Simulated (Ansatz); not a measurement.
# Li4NbO4: the cost of one run

Method: DFT PBEsol, scalar-relativistic, plane waves, PAW, in Ansatz 0.2.0.

38 further runs of the same task are left out: 38 set aside as unsound or not needed.

### Step 1. The starting structure

It takes space group I4/m (No. 87, tetragonal). Conventional cell: a = 7.733 Å, b = 7.733 Å, c = 3.333 Å, α = 90.00°, β = 90.00°, γ = 90.00°. Around Li (site symmetry m) lie 4 O at 1.95 to 2.10 Å. Nb (site symmetry 4/m) has 4 O at 1.97 Å as nearest neighbours. O (site symmetry m) is surrounded by 4 Li at 1.95 to 2.10 Å and 1 Nb at 1.97 Å.

As a file:

```
CELL_PARAMETERS angstrom
-3.86644 3.86644 1.66674
3.86644 -3.86644 1.66674
3.86644 3.86644 -1.66674
ATOMIC_POSITIONS crystal
Li 0.33637 0.15880 0.49517
Li 0.84120 0.33637 0.17756
Li 0.15880 0.66363 0.82244
Li 0.66363 0.84120 0.50483
Nb 0.00000 0.00000 0.00000
O 0.75729 0.07819 0.83548
O 0.92181 0.75729 0.67910
O 0.07819 0.24271 0.32090
O 0.24271 0.92181 0.16452
```

The structure comes from the Materials Project (structure only).

### Step 7. Plan of the scan

Atoms count from 1 in the order of the input.

One atom moved over a plane, all else fixed.

- shift of Li1 along [1 0 0]: 9 values from −0.810 to 0.810 Å
- shift of Li1 along [0 1 0]: 9 values from −0.810 to 0.810 Å

Nothing else is relaxed (all other atoms fixed). Energies count from the relaxed crystal. Points are written as (first, second).

(The set-up runs are not shown.)

### Step 8. Point (0.405 Å, −0.405 Å)

Input file input.yaml:

```yaml
crystal:
  lattice:
    - [-3.8119495391, 3.8119495391, 1.6301049253]
    - [3.8119495391, -3.8119495391, 1.6301049253]
    - [3.8119495391, 3.8119495391, -1.6301049253]
  atoms:
    - { symbol: Li, position: [0.3872774088, 0.2104504461, 0.5977278549] }
    - { symbol: Li, position: [0.842671978, 0.3341549847, 0.1768269627] }
    - { symbol: Li, position: [0.157328022, 0.6658450153, 0.8231730373] }
    - { symbol: Li, position: [0.6658450153, 0.842671978, 0.5085169933] }
    - { symbol: Nb, position: [0.0, 0.0, 0.0] }
    - { symbol: O, position: [0.7589255465, 0.0797104317, 0.8386359782] }
    - { symbol: O, position: [0.9202895683, 0.7589255465, 0.6792151148] }
    - { symbol: O, position: [0.0797104317, 0.2410744535, 0.3207848852] }
    - { symbol: O, position: [0.2410744535, 0.9202895683, 0.1613640218] }
basis:
  ecutwfc: 420
kpoints:
  mp_grid: { grid: [10, 10, 10] }
hamiltonian:
  xc: pbesol
  pseudopotentials: { kind: paw, azcp: { folder: soft_1 } }
scf:
  occupations: { method: gaussian, width: 0.05 }
output:
  forces: true
  stress: true
  eigenvalues: true
```

On the command line:

```bash
$ ansatz run input.yaml --threads 4 --pin off --max-ram 8192MiB --backend cpu --events-out ev --progress --plain --runs-dir out
```

What time and memory should one allow on 4 threads of Arm Neoverse V2, shared host?

About 18 s, with a peak of 0.9 GiB.
